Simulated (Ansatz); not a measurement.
# CH5BOS: the cost of one run

Program: Ansatz 0.2.0. Level of theory: RKS r2SCANh-D4/def2-SVP. These are calculated values, not measurements.

## Step 1: The system as given

Bond lengths: B1–O2 1.747 Å, O2–C3 1.405 Å, B1–S4 1.686 Å, B1–H6 1.154 Å, C3–H7 1.091 Å, C3–H8 1.093 Å, C3–H9 1.092 Å. Angles: B1–O2–C3 123.2°, O2–B1–S4 98.8°, O2–B1–H6 116.3°, S4–B1–H6 144.8°, O2–C3–H7 109.1°, O2–C3–H8 111.6°, O2–C3–H9 108.3°, H7–C3–H8 109.3°, H7–C3–H9 109.0°, H8–C3–H9 109.4°.

As a file:

```xyz
9

B    -1.1450   -0.8649    0.6094
O    -0.3380    0.2961   -0.4161
C     1.0540    0.3159   -0.6092
S    -1.9271    0.2072    1.6487
H    -0.9135    1.0544    0.4346
H    -0.9785   -1.9777    0.3524
H     1.3551   -0.5949   -1.1298
H     1.5910    0.3840    0.3400
H     1.3021    1.1797   -1.2300
```

## Step 2: Pulling towards end A

Springs on the bonds that form and break draw the guess towards this end; the thresholds are loose.

The input, input.yaml:

```yaml
crystal:
  periodic: [false, false, false]
  atoms:
    - { symbol: B, position_ang: [-1.145, -0.8649, 0.6094] }
    - { symbol: O, position_ang: [-0.338, 0.2961, -0.4161] }
    - { symbol: C, position_ang: [1.054, 0.3159, -0.6092] }
    - { symbol: S, position_ang: [-1.9271, 0.2072, 1.6487] }
    - { symbol: H, position_ang: [-0.9135, 1.0544, 0.4346] }
    - { symbol: H, position_ang: [-0.9785, -1.9777, 0.3524] }
    - { symbol: H, position_ang: [1.3551, -0.5949, -1.1298] }
    - { symbol: H, position_ang: [1.591, 0.384, 0.34] }
    - { symbol: H, position_ang: [1.3021, 1.1797, -1.23] }
basis:
  gaussian: { orbitals: def2-SVP }
hamiltonian:
  xc: r2scanh
  dispersion: d4
relax:
  f_tol: 0.15
  max_steps: 25
  restrain:
    - { distance: [4, 1], at: 2.27, k: 30.0 }
    - { distance: [0, 1], at: 1.5, k: 30.0 }
    - { distance: [4, 3], at: 1.36, k: 30.0 }
output:
  orbitals: {}
```

Run with:

```
$ ansatz run input.yaml --threads 2 --pin off --max-ram 3072MiB --backend cpu --events-out ev --progress --plain --runs-dir out
```

What time and memory should one allow on 2 threads of Arm Neoverse V1, shared host?

About 37 s, with a peak of 0.18 GiB.
